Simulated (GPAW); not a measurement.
# GaGe in GPAW: convergence with plane-wave cutoff (eV)

Input of the first run (plane-wave cutoff (eV) 240); the others differ in this setting and in those tied to it:

File run.py:

```python
import json
import numpy as np
from ase import Atoms
from ase.constraints import FixSymmetry
from ase.filters import FrechetCellFilter
from ase.io import read, write
from ase.optimize import BFGS
from phonopy import Phonopy
from phonopy.structure.atoms import PhonopyAtoms
from gpaw import GPAW, PW, setup_paths

setup_paths.insert(0, '.')

atoms = read('POSCAR')

calc = GPAW(mode=PW(240),
            xc='WC',
            kpts={'size': (8, 8, 8), 'gamma': True},
            occupations={'name': 'fermi-dirac', 'width': 0.05},
            nbands=11,
            convergence={'density': 1e-06, 'eigenstates': 1e-09},
            maxiter=150,
            txt='gpaw.txt')
atoms.calc = calc
atoms.set_constraint(FixSymmetry(atoms))
BFGS(FrechetCellFilter(atoms), trajectory='relax.traj', logfile='-').run(fmax=0.005, steps=40)
atoms.set_constraint()
energy = atoms.get_potential_energy()
forces = atoms.get_forces()
stress = atoms.get_stress()
calc.write('gs.gpw')
write('result.traj', atoms)
print('Cell:', atoms.cell.cellpar().round(4))
print(atoms.get_scaled_positions().round(5))

def force_constants(scale):
    unit = PhonopyAtoms(symbols=atoms.get_chemical_symbols(), cell=atoms.cell[:] * scale**(1 / 3),
                        scaled_positions=atoms.get_scaled_positions())
    ph = Phonopy(unit, supercell_matrix=np.diag([1, 1, 1]), primitive_matrix=np.eye(3), symprec=1e-4)
    ph.generate_displacements(distance=0.02)
    forces = []
    for i, sc in enumerate(ph.supercells_with_displacements):
        a = Atoms(sc.symbols, cell=sc.cell, scaled_positions=sc.scaled_positions, pbc=True)
        c = GPAW(mode=PW(240),
                 xc='WC',
                 kpts={'size': (8, 8, 8), 'gamma': True},
                 occupations={'name': 'fermi-dirac', 'width': 0.05},
                 nbands=11,
                 convergence={'density': 1e-06, 'eigenstates': 1e-09},
                 maxiter=150,
                 txt=f'disp-{scale:.3f}-{i:02d}.txt')
        a.calc = c
        f = a.get_forces()
        forces.append(f - f.mean(axis=0))
        print(f'displacement {i}: drift', f.mean(axis=0).round(5), flush=True)
    ph.forces = forces
    ph.produce_force_constants()
    ph.symmetrize_force_constants()
    return ph

qpoints = [[0.0, 0.0, 0.0]]
results = {}
for scale in [1.0]:
    ph = force_constants(scale)
    ph.run_qpoints(qpoints)
    nu = ph.qpoints.frequencies * 33.35641  # THz to cm^-1
    results[f'{scale:.3f}'] = nu.tolist()
    for qp, f in zip(qpoints, nu):
        print(scale, np.round(qp, 4), f.round(2))
json.dump(results, open('phonons.json', 'w'))
```

Contents of POSCAR:

```
GaGe
1.0
    0.0000000000      2.8978440000      2.8978440000
    2.8978440000      0.0000000000      2.8978440000
    2.8978440000      2.8978440000      0.0000000000
Ge Ga
1 1
Direct
    0.0000000000      0.0000000000      0.0000000000
    0.2500000000      0.2500000000      0.2500000000
```

Potentials or basis: PAW data sets generated in the run's folder for this functional, pw.

Run with:

```bash
$ gpaw-setup -f WC Ga Ge
$ OMP_NUM_THREADS=1 python run.py
```

The cell comes from a database or a generator and needn't be the stable form of this composition.

Hardware: 1 thread of Arm Neoverse V2, on a shared host.

**Question.** The values tried are 240, 300, 370, 450, 530, 600, loosest first. From which on does the energy stay within 1 meV/atom of the tightest run that finished?

**Answer.** From 450 on.

```csv
plane-wave cutoff (eV),"energy less the tightest run, at zero smearing (meV/atom)",SCF cycles,CPU time (s),peak memory (GiB)
240,5.89,10,34,0.21
300,2.88,10,58,0.24
370,1.95,10,60,0.27
450,0.98,10,60,0.29
530,0.43,10,100,0.35
600,0.00,10,110,0.36
```

The tightest run that finished is the yardstick and may itself not be fully converged.
